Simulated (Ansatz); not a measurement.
# KYMg6 under changes of volume

One of the cells (27.653 Å³/atom); the others are scaled copies at fixed shape and fractional positions:

```
Y K Mg
1.0
     5.39871    0.00000    0.00000
     0.00000    3.48480    5.87942
     0.00000   -3.48480    5.87942
Y K Mg
1 1 6
Direct
  0.00000 0.84683 0.84683
  0.50000 0.64961 0.64961
  0.50000 0.16645 0.16645
  0.50000 0.66826 0.15344
  0.50000 0.15344 0.66826
  0.00000 0.34405 0.34405
  0.00000 0.85098 0.32037
  0.00000 0.32037 0.85098
```

The cell comes from a database or a generator and needn't be the stable form of this composition.

- Program: Ansatz 0.2.0
- Functional: PBE
- Potentials or basis: Ansatz PAW
- Cutoff: 420 eV (not typed: the program's choice for these potentials)
- k mesh: 5 × 5 × 5
- Occupations: fermi-dirac, width 0.05 eV
- Spin: no spin polarisation

```tsv
volume (Å³/atom)	energy over the lowest point (meV/atom)	pressure (GPa)	largest force (eV/Å)
25.994	9.38	1.9	0.093
26.547	4.02	1.2	0.080
27.100	?	?	?
27.653	0.00	0.0	0.069
28.206	0.94	-0.5	0.068
28.759	3.60	-1.0	0.070
29.312	7.82	-1.4	0.080
```

Task: What does the run at 27.100 Å³/atom give?

Result: Energy over the lowest point 0.96 meV/atom; pressure 0.6 GPa; largest force 0.073 eV/Å.

Worked out: A Birch-Murnaghan fit of order 3 (a polynomial in V^(-2/3)) to the other rows has its minimum at 27.65 Å³/atom with B0 = V·E''(V) = 27 GPa and B' = 3.9 at fixed shape and positions, which overstates the stiffness. It gives 0.96 meV/atom at 27.100 Å³/atom, against the run's 0.96, and -dE/dV = 0.6 GPa, against 0.6.

Energies are extrapolated to zero smearing.
